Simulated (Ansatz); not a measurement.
**Sn4Se3S: a trial structure relaxed**

Where does this trial cell of Sn4Se3S go when cell and atoms are let free?

Method: DFT PBE, scalar-relativistic, plane waves, PAW, in Ansatz 0.2.0.

1 further run of the same task is left out (it didn't finish).

## Step 1: The structure to begin with

Symmetry: P4/mmm, No. 123, tetragonal system. Conventional cell: a = 4.273 Å, b = 4.273 Å, c = 12.086 Å, α = 90.00°, β = 90.00°, γ = 90.00°. Around Sn (site symmetry 4mm) lie 5 Se at 3.02 Å and 1 S at 3.02 Å. Sn (site symmetry 4/mmm) is surrounded by 4 S at 3.02 Å and 2 Se at 3.02 Å. Sn (site symmetry 4/mmm) is surrounded by 6 Se at 3.02 Å. Se (site symmetry 4mm) is surrounded by 6 Sn at 3.02 Å. Se (site symmetry 4/mmm) has 6 Sn at 3.02 Å as nearest neighbours. S (site symmetry 4/mmm) is surrounded by 6 Sn at 3.02 Å.

As a file:

```xyz
8
Lattice="4.2730 0.0000 0.0000 0.0000 4.2730 0.0000 0.0000 0.0000 12.0857" Properties=species:S:1:pos:R:3 pbc="T T T"
Sn    0.0000    0.0000    9.0643
Sn    2.1365    2.1365    0.0000
Sn    0.0000    0.0000    3.0214
Sn    2.1365    2.1365    6.0429
Se    2.1365    2.1365    3.0214
Se    0.0000    0.0000    6.0429
Se    2.1365    2.1365    9.0643
S     0.0000    0.0000    0.0000
```

The start is an ordering of an alloy on its end members' structure types: elements ordered on the sites of the SnSe type, S/Se on Se (P4/mmm, No. 123).

## Step 2: A first look at the guess

Contents of input.yaml:

```yaml
crystal:
  lattice:
    - [4.27295691, 0.0, 0.0]
    - [0.0, 4.27295691, 0.0]
    - [0.0, 0.0, 12.08574723]
  atoms:
    - { symbol: Sn, position: [0.0, 0.0, 0.75] }
    - { symbol: Sn, position: [0.5, 0.5, 0.0] }
    - { symbol: Sn, position: [0.0, 0.0, 0.25] }
    - { symbol: Sn, position: [0.5, 0.5, 0.5] }
    - { symbol: Se, position: [0.5, 0.5, 0.25] }
    - { symbol: Se, position: [0.0, 0.0, 0.5] }
    - { symbol: Se, position: [0.5, 0.5, 0.75] }
    - { symbol: S, position: [0.0, 0.0, 0.0] }
basis:
  ecutwfc: 420
kpoints:
  mp_grid: { grid: [4, 4, 2] }
hamiltonian:
  xc: pbe
scf:
  occupations: { method: gaussian, width: 0.1 }
  lower_state_search: "off"
output:
  forces: true
  stress: true
  eigenvalues: true
```

Run with:

```sh
$ ansatz run input.yaml --threads 1 --pin off --max-ram 2560MiB --backend cpu --events-out ev --progress --plain --runs-dir out
```

Output, cut to the lines that bear on the results:

```text
[...]
SCF converged after 8 iterations
Free energy (F): -41409.494436 eV
[...]
E sigma→0 (E₀):  -41409.494270 eV
Entropy (-TS):   -0.000332 eV (-0.042 meV/atom)
Fermi energy:    8.664617 eV
[...]
--- Forces (eV/Å), atoms counted from 1 ---
  atom   1  Sn     0.00000000     0.00000000     0.23830292
  atom   2  Sn     0.00000000    -0.00000000     0.00000000
  atom   3  Sn    -0.00000000     0.00000000    -0.23830292
  atom   4  Sn     0.00000000    -0.00000000     0.00000000
  atom   5  Se     0.00000000     0.00000000     0.00989927
  atom   6  Se     0.00000000     0.00000000     0.00000000
  atom   7  Se    -0.00000000     0.00000000    -0.00989927
  atom   8  S      0.00000000     0.00000000     0.00000000
[...]
--- Stress (GPa, compression-positive) ---
       -1.278257      -0.000000       0.000000
       -0.000000      -1.278257      -0.000000
        0.000000      -0.000000      -1.339741
  P = ⅓ Tr σ = -1.2988 GPa (-12.988 kbar)
--- Band table (eV; the first three rows and the last of 12) ---
[...]
```

It took 18 s on 1 thread of Arm Neoverse N1, shared host; peak memory 0.5 GiB.

The probe gives pressure -1.3 GPa, largest force 0.24 eV/Å, gap on this mesh 0.35 eV. The relaxation goes to the converged mesh at once.

## Step 3: Relaxation on the finer mesh

Edit input.yaml of step 2 so:

```diff
@@ -17,3 +17,3 @@
 kpoints:
-  mp_grid: { grid: [4, 4, 2] }
+  mp_grid: { grid: [8, 8, 4] }
 hamiltonian:
@@ -21,4 +21,3 @@
 scf:
-  occupations: { method: gaussian, width: 0.1 }
-  lower_state_search: "off"
+  occupations: { method: gaussian, width: 0.02 }
 output:
@@ -27 +26,6 @@
   eigenvalues: true
+relax:
+  adjacent_minimum: "off"
+  f_tol: 0.01
+  max_steps: 80
+  cell: { stress_tol: 0.05 }
```

Run with:

```sh
$ ansatz run input.yaml --threads 1 --pin off --max-ram 2560MiB --backend cpu --events-out ev --progress --plain --runs-dir out
```

Output, cut to the lines that bear on the results:

```text
Warning: RAYON_NUM_THREADS=1 ignored (pool sized by the plan → 1); use --threads N
[...]
Pseudopotentials: kind: paw
Pseudopotential: Sn, paw, valence charge 14, recommended cutoff 420 eV (normal), Sn.paw.azcp
Pseudopotential: Se, paw, valence charge 16, recommended cutoff 420 eV (normal), Se.paw.azcp
Pseudopotential: S, paw, valence charge 6, recommended cutoff 420 eV (normal), S.paw.azcp
Functional definition: PBE
[...]
Crystal: 8 atoms, lattice volume = 220.664 Å³
Basis set: ecut = 420 eV, 4281 PW (Γ), exchange–correlation on 60×60×162 points (8 copies of the dense FFT grid, shifted against one another)
Bands: 66, of which v1, the nominal top of the filled ones, is band 55 counted from 1 (54 counted from 0)
Symmetry: 16 space group operations
Space group: P4/mmm (ITA 123), of the structure as read, at distance tolerance 6.0e-5 Å
k-points: 45 of 256
[...]
  F+E_penalty+E_count = -41409.51785259 eV   max|allowed force component| = 6.656e-3 eV/Å   (the final SCF, on the basis selected at the relaxed cell)
  cell:  # Å, volume = 217.2708 Å³
    - [4.2512993354208, 6.80919061829054e-34, -3.489710191873902e-34]
    - [6.80919061829054e-34, 4.2512993354208, 5.3622376119038e-34]
    - [-7.944461021861344e-34, 1.5166698314462564e-33, 12.021482911780057]
  atoms:
    - { symbol: Sn, position: [-5.118362542717283e-34, 6.161710268619949e-35, 0.7556513020788924] }
    - { symbol: Sn, position: [0.5, 0.5, -1.4353464812426056e-19] }
    - { symbol: Sn, position: [-4.922930853511657e-34, 8.415336954955103e-35, 0.24434869792110736] }
    - { symbol: Sn, position: [0.5, 0.5, 0.49999999999999994] }
    - { symbol: Se, position: [0.5, 0.5, 0.24877637113713444] }
    - { symbol: Se, position: [1.0625332636352173e-33, 1.0352047388524373e-34, 0.49999999999999994] }
    - { symbol: Se, position: [0.5, 0.5, 0.7512236288628654] }
    - { symbol: S, position: [-1.037477072400915e-33, 5.950432766776035e-35, -1.4353464812426056e-19] }
```

It took 4.9 min on 1 thread of Arm Neoverse N1, shared host; peak memory 0.74 GiB.

Step by step:

```
step  E - E(step 1) (eV/cell)  largest force component (eV/Å)  pressure (GPa)  volume (Å³)
   1                   0.0000                          0.2340           -0.74       220.66
   2                  -0.0224                          0.0405            0.43       215.37
   3                  -0.0252                          0.0066           -0.01       217.27
   4                  -0.0248                          0.0067           -0.01       217.27
```

Step 1 is the start. Step 4 repeats the geometry before it on a plane-wave basis chosen anew for that cell, so its energy need not be comparable with the rows above.

|  | before | after | change |
| --- | --- | --- | --- |
| a (Å) | 4.273 | 4.251 | -0.5 % |
| b (Å) | 4.273 | 4.251 | -0.5 % |
| c (Å) | 12.086 | 12.021 | -0.5 % |
| volume (Å³/atom) | 27.58 | 27.16 | -1.5 % |
| shortest distance (Å) | 3.021 | 2.937 | -2.8 % |
| space group (0.01 Å) | P4/mmm | P4/mmm | same |

Forces and stress were held to the start's 16 operations: a distortion of lower symmetry was not tested.

## Step 4: Summary of results

| quantity | value |
| --- | --- |
| symmetry at the end (tolerance 0.02 Å) | space group P4/mmm (No. 123) |
| conventional cell | a = 4.251 Å, b = 4.251 Å, c = 12.021 Å, α = 90.00°, β = 90.00°, γ = 90.00° |
| volume | 27.16 Å³/atom |
| energy over the elements, grey Sn | -0.42 eV/atom |
| gap on the mesh | 0.15 eV |

What this shows: The space group P4/mmm (No. 123) is kept, and the volume per atom shrinks by 1.5 % from the first guess. It lies below the elements, which doesn't yet make it stable: competing phases were not computed in this session. No finished test with a distortion of lower symmetry is shown, so the end may be a saddle point.
